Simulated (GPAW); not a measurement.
# MgB (Pm-3m) in GPAW: reference runs

How does MgB come out in PBE? The cell is run as given.

All numbers are computed with GPAW 26.7.0; they aren't measurements. Logs are shortened: lines on timing, memory, paths and dates and some standing lists are left out, and cuts for length are marked. The log counts tension as positive stress, the text compression.

## (1) The structure

Symmetry: Pm-3m, No. 221, cubic system. The conventional cell has a = 2.895 Å, b = 2.895 Å, c = 2.895 Å, α = 90.00°, β = 90.00°, γ = 90.00°. Mg (site symmetry m-3m) is surrounded by 8 B at 2.51 Å. B (site symmetry m-3m) has 8 Mg at 2.51 Å as nearest neighbours.

The cell was built by a generator and needn't be a form met in nature.

## (2) Single point, PBE

run.py

```python
from ase import Atoms
from ase.dft.bandgap import bandgap
from ase.io import write
from ase.units import Bohr, GPa
from gpaw import GPAW, PW
from gpaw.elf import elf_from_dft_calculation

atoms = Atoms(['Mg', 'B'],
              cell=[[2.89515, 0.0, 0.0],
                    [0.0, 2.89515, 0.0],
                    [0.0, 0.0, 2.89515]],
              scaled_positions=[[0.0, 0.0, 0.0],
                                [0.5, 0.5, 0.5]],
              pbc=True)

calc = GPAW(mode=PW(800),
            xc='PBE',
            kpts={'size': (9, 9, 9), 'gamma': True},
            occupations={'name': 'fermi-dirac', 'width': 0.05},
            nbands=15,
            convergence={'density': 1e-05, 'energy': 1e-05},
            maxiter=150,
            txt='gpaw.txt')
atoms.calc = calc
energy = atoms.get_potential_energy()
forces = atoms.get_forces()
stress = atoms.get_stress()
calc.write('gs.gpw')
write('result.traj', atoms)
print(f'Energy: {energy:.6f} eV')
print('Forces (eV/A):')
print(forces.round(4))
print('Stress (GPa):', (stress / GPa).round(3))
print('Fermi level:', round(calc.get_fermi_level(), 4), 'eV')
print(f'Gap: {bandgap(calc)[0]:.4f} eV, direct: {bandgap(calc, direct=True)[0]:.4f} eV')

# fields on the real-space grid
write('density.cube', atoms, data=calc.get_pseudo_density() * Bohr**3)
write('potential.cube', atoms, data=calc.get_electrostatic_potential())
write('elf.cube', atoms, data=elf_from_dft_calculation(calc).data)
```

Potentials or basis: GPAW PAW data sets (gpaw-data 1.2.1), pw.

Run with:

```sh
$ OMP_NUM_THREADS=1 python run.py
```

gpaw.txt:

```text
__  _  _
 | _ |_)|_||  |
 |__||  | ||/\| - 26.7.0

Input parameters:
  mode=PW(ecut=800.0),
  convergence={'density': 1e-05, 'energy': 1e-05},
  kpts=MonkhorstPack(size=(9, 9, 9), gamma=True),
  maxiter=150,
  nbands=15,
  occupations=Occupations(name='fermi-dirac', width=0.05),
  xc=XC(name='PBE')

Diagonalizing LCAO Hamiltonian
Converting LCAO to pw mode
   .------.
  /|      |
 * |      |
 | | B    |
 | .------.
 |/      /
 Mg-----*

Atoms  # Å, Bohr magnetons
|   | symbol |        x |        y |        z |    initial magnetic moments |
|---|--------|----------|----------|----------|-----------------------------|
| 0 |     Mg | 0.000000 | 0.000000 | 0.000000 | ( 0.0000,  0.0000,  0.0000) |
| 1 |      B | 1.447575 | 1.447575 | 1.447575 | ( 0.0000,  0.0000,  0.0000) |

Unit cell  # Å
| periodic |        x |        y |        z |  lengths |    angles |
|----------|----------|----------|----------|----------|-----------|
|      yes | 2.895150 | 0.000000 | 0.000000 | 2.895150 | 90.000000 |
|      yes | 0.000000 | 2.895150 | 0.000000 | 2.895150 | 90.000000 |
|      yes | 0.000000 | 0.000000 | 2.895150 | 2.895150 | 90.000000 |

Number of symmetries: 48
Symmetry operations  # r_c * U_cc + t_c -> r_c
|    | kind |            matrix            |
|----|------|------------------------------|
|  0 |  E   |  1, 0, 0,  0, 1, 0,  0, 0, 1 |
|  1 |  σ   |  1, 0, 0,  0, 1, 0,  0, 0,-1 |
|  2 |  σ   |  1, 0, 0,  0, 0, 1,  0, 1, 0 |
|  3 |  C4  |  1, 0, 0,  0, 0, 1,  0,-1, 0 |
|  4 |  C4  |  1, 0, 0,  0, 0,-1,  0, 1, 0 |
|  5 |  σ   |  1, 0, 0,  0, 0,-1,  0,-1, 0 |
|  6 |  σ   |  1, 0, 0,  0,-1, 0,  0, 0, 1 |
|  7 |  C2  |  1, 0, 0,  0,-1, 0,  0, 0,-1 |
|  8 |  σ   |  0, 1, 0,  1, 0, 0,  0, 0, 1 |
|  9 |  C2  |  0, 1, 0,  1, 0, 0,  0, 0,-1 |
| 10 |  C3  |  0, 1, 0,  0, 0, 1,  1, 0, 0 |
| 11 |  S6  |  0, 1, 0,  0, 0, 1, -1, 0, 0 |
| 12 |  S6  |  0, 1, 0,  0, 0,-1,  1, 0, 0 |
| 13 |  C3  |  0, 1, 0,  0, 0,-1, -1, 0, 0 |
| 14 |  C4  |  0, 1, 0, -1, 0, 0,  0, 0, 1 |
| 15 |  S4  |  0, 1, 0, -1, 0, 0,  0, 0,-1 |
| 16 |  C3  |  0, 0, 1,  1, 0, 0,  0, 1, 0 |
| 17 |  S6  |  0, 0, 1,  1, 0, 0,  0,-1, 0 |
| 18 |  σ   |  0, 0, 1,  0, 1, 0,  1, 0, 0 |
| 19 |  C4  |  0, 0, 1,  0, 1, 0, -1, 0, 0 |
| 20 |  C2  |  0, 0, 1,  0,-1, 0,  1, 0, 0 |
| 21 |  S4  |  0, 0, 1,  0,-1, 0, -1, 0, 0 |
| 22 |  S6  |  0, 0, 1, -1, 0, 0,  0, 1, 0 |
| 23 |  C3  |  0, 0, 1, -1, 0, 0,  0,-1, 0 |
| 24 |  S6  |  0, 0,-1,  1, 0, 0,  0, 1, 0 |
| 25 |  C3  |  0, 0,-1,  1, 0, 0,  0,-1, 0 |
| 26 |  C4  |  0, 0,-1,  0, 1, 0,  1, 0, 0 |
| 27 |  σ   |  0, 0,-1,  0, 1, 0, -1, 0, 0 |
| 28 |  S4  |  0, 0,-1,  0,-1, 0,  1, 0, 0 |
| 29 |  C2  |  0, 0,-1,  0,-1, 0, -1, 0, 0 |
| 30 |  C3  |  0, 0,-1, -1, 0, 0,  0, 1, 0 |
| 31 |  S6  |  0, 0,-1, -1, 0, 0,  0,-1, 0 |
| 32 |  C4  |  0,-1, 0,  1, 0, 0,  0, 0, 1 |
| 33 |  S4  |  0,-1, 0,  1, 0, 0,  0, 0,-1 |
| 34 |  S6  |  0,-1, 0,  0, 0, 1,  1, 0, 0 |
| 35 |  C3  |  0,-1, 0,  0, 0, 1, -1, 0, 0 |
| 36 |  C3  |  0,-1, 0,  0, 0,-1,  1, 0, 0 |
| 37 |  S6  |  0,-1, 0,  0, 0,-1, -1, 0, 0 |
| 38 |  σ   |  0,-1, 0, -1, 0, 0,  0, 0, 1 |
| 39 |  C2  |  0,-1, 0, -1, 0, 0,  0, 0,-1 |
| 40 |  σ   | -1, 0, 0,  0, 1, 0,  0, 0, 1 |
| 41 |  C2  | -1, 0, 0,  0, 1, 0,  0, 0,-1 |
| 42 |  C2  | -1, 0, 0,  0, 0, 1,  0, 1, 0 |
| 43 |  S4  | -1, 0, 0,  0, 0, 1,  0,-1, 0 |
| 44 |  S4  | -1, 0, 0,  0, 0,-1,  0, 1, 0 |
| 45 |  C2  | -1, 0, 0,  0, 0,-1,  0,-1, 0 |
| 46 |  C2  | -1, 0, 0,  0,-1, 0,  0, 0, 1 |
| 47 |  i   | -1, 0, 0,  0,-1, 0,  0, 0,-1 |

BZ-sampling:
  Number of BZ points: 729
  Number of IBZ points: 35

  Monkhorst-Pack size: [9, 9, 9]
  Monkhorst-Pack shift: [0, 0, 0]

K-points  # in reciprocal-cell coordinates
|     |                                coordinates |     weight |
|-----|--------------------------------------------|------------|
|   0 | (  0.00000000,   0.00000000,   0.00000000) | 0.00137174 |
|   1 | (  0.11111111,   0.00000000,   0.00000000) | 0.00823045 |
|   2 | (  0.11111111,   0.11111111,   0.00000000) | 0.01646091 |
|   3 | (  0.11111111,   0.11111111,   0.11111111) | 0.01097394 |
|   4 | (  0.22222222,   0.00000000,   0.00000000) | 0.00823045 |
|   5 | (  0.22222222,   0.11111111,   0.00000000) | 0.03292181 |
|   6 | (  0.22222222,   0.11111111,   0.11111111) | 0.03292181 |
|   7 | (  0.22222222,   0.22222222,   0.00000000) | 0.01646091 |
|   8 | (  0.22222222,   0.22222222,   0.11111111) | 0.03292181 |
|   9 | (  0.22222222,   0.22222222,   0.22222222) | 0.01097394 |
| ... |                                            |            |
|  34 | (  0.44444444,   0.44444444,   0.44444444) | 0.01097394 |

Plane wave coefficients: 1267
Cutoff: 800.0 eV

Spin-components: 1 (collinear spins)
Bands:           15
Projectors:      10
Spin-degeneracy: 2
Datatype:        complex128

Parallelization:
  kpt:    1
  domain: 1
  band:   1

Density:
  Valence electrons: 13.0
  Components: 1
  Grid points: [20 20 20]
  Charge: 0.0  # |e|

Potential:
  Grid points: [20 20 20]

species:
  Mg:
    name:    Magnesium
    Z:       12.0
    valence: 10
    core:    2
    charge:  0.0  # [|e|]
    compensation charges:
      type: gauss
      rc: 0.33  # [Å]
      lmax: 2
    cutoffs:
      filter: 1.86  # [Å]
      core: 0.54  # [Å]
    projectors
    | kind |    occ | energy [eV] | rcut [Å] |
    |------|--------|-------------|----------|
    |   2s |  2.000 |     -79.840 |    1.090 |
    |   3s |  2.000 |      -4.705 |    1.090 |
    |   2p |  6.000 |     -46.613 |    1.085 |
    |   3p |  0.000 |      -1.330 |    1.085 |
    |    d |        |       0.000 |    1.037 |

    Using partial waves for Mg as LCAO basis

  B:
    name:    Boron
    Z:       5.0
    valence: 3
    core:    2
    charge:  0.0  # [|e|]
    compensation charges:
      type: gauss
      rc: 0.20  # [Å]
      lmax: 2
    cutoffs:
      filter: 1.14  # [Å]
      core: 1.38  # [Å]
    projectors
    | kind |    occ | energy [eV] | rcut [Å] |
    |------|--------|-------------|----------|
    |   2s |  2.000 |      -9.443 |    0.635 |
    |   2p |  1.000 |      -3.606 |    0.635 |
    |    s |        |      17.768 |    0.635 |
    |    p |        |      23.605 |    0.635 |
    |    d |        |       0.000 |    0.635 |

    Using partial waves for B as LCAO basis

Reference energy: -6119.134456  # eV

eigensolver:
  PPCG
  Converge bands: occupied
  niter=2

density mixing:
  MSR1-Mixer
  Pratt-step length: 0.05
  Maximum mixing coefficient: 0.75
  Old densities: 10
  SVD Regularization: 0.005
  Good broyden scale: 1.0
  Trust region scale: 1.0
  Backstep threshold: 4.0
  History deletion threshold: 6.0
  Fourier metric: weight=20.0, sigma=0.015

occupation numbers:
  Fermi-Dirac:
    width: 0.0500  # eV

poisson solver:
  ecut: 6400.0  # eV

xc functional:
  name: PBE with 2 nearest neighbor stencil

convergence criteria:
- Maximum integral of absolute [dens]ity change: 1e-05 electrons / valence electron
- Maximum [total energy] change in last 3 cyles: 1e-05 eV / valence electron
- Maximum integral of absolute [eigenst]ate change: 4e-08 eV^2 / valence electron
maximum number of iterations: 150

SCF iterations
|iter     | |      energy | eigst |  dens |
|---------|-|-------------|-------|-------|
|iter:   1| |   -6.870533 | +0.03 |       |
|iter:   2| |   -6.846044 | -2.42 | -1.30 |
|iter:   3| |   -6.724482 | -2.07 | -1.33 |
|iter:   4| |   -6.725017 | -3.43 | -1.93 |
|iter:   5| |   -6.725257 | -4.59 | -2.39 |
|iter:   6| |   -6.725259 | -6.34 | -3.71 |
|iter:   7| |   -6.725259c| -7.26 | -4.13 |
|iter:   8| |   -6.725259c| -8.89c| -5.85c|

Converged in 8 steps
Energy contributions relative to reference atoms: (reference = -6119.134456)

Energy contributions:
  Kinetic:           3.004090
  Coulomb:          -0.148766
  Zero:             -0.025654
  External:          0.000000
  Xc:               -9.551554
  Entropy:          -0.006751
  Spinorbit:         0.000000
  ----------------------------
  Free energy:      -6.728634
  Extrapolated:     -6.725259

dipole moment: (-4.161346, -4.161346, -4.161346)  # |e|*Ang

Fermi level: 6.340
Eigenvalues  # (at kpt = [0.000, 0.000, 0.000])
| band index |      eig [eV] | occ [0-2] |
|------------|---------------|-----------|
|          0 |       -69.091 |     2.000 |
|          1 |       -35.846 |     2.000 |
|          2 |       -35.846 |     2.000 |
|          3 |       -35.846 |     2.000 |
|          4 |        -4.545 |     2.000 |
|          5 |         8.713 |     0.000 |
|          6 |         8.713 |     0.000 |
|          7 |         8.713 |     0.000 |
|          8 |        13.241 |     0.000 |
|          9 |        13.241 |     0.000 |
|         10 |        15.198 |     0.000 |
|         11 |        24.415 |     0.000 |
|         12 |        24.415 |     0.000 |
|        ... |               |           |
|         14 |        27.473 |     0.000 |

No gap
No difference between direct/indirect transitions

Forces  # eV/Ang
|        x |        y |        z |
|----------|----------|----------|
| -0.00000 | -0.00000 | -0.00000 |  # Mg   0
|  0.00000 |  0.00000 |  0.00000 |  # B    1

Stress tensor  # eV/Ang^3
|        x |        y |        z |
|----------|----------|----------|
| 0.000460 | 0.000000 | 0.000000 |
| 0.000000 | 0.000460 | 0.000000 |
| 0.000000 | 0.000000 | 0.000460 |

# Writing to gs.gpw (mode='')
```

Run time: 4.1 s. Hardware: 1 thread of AMD EPYC 9R45 (Zen 5), shared host; peak memory 0.15 GiB.

Results:

* Free energy: -6.7286 eV
* Pressure: -0.1 GPa
* Band gap on the k mesh: none (metal or under the smearing width)
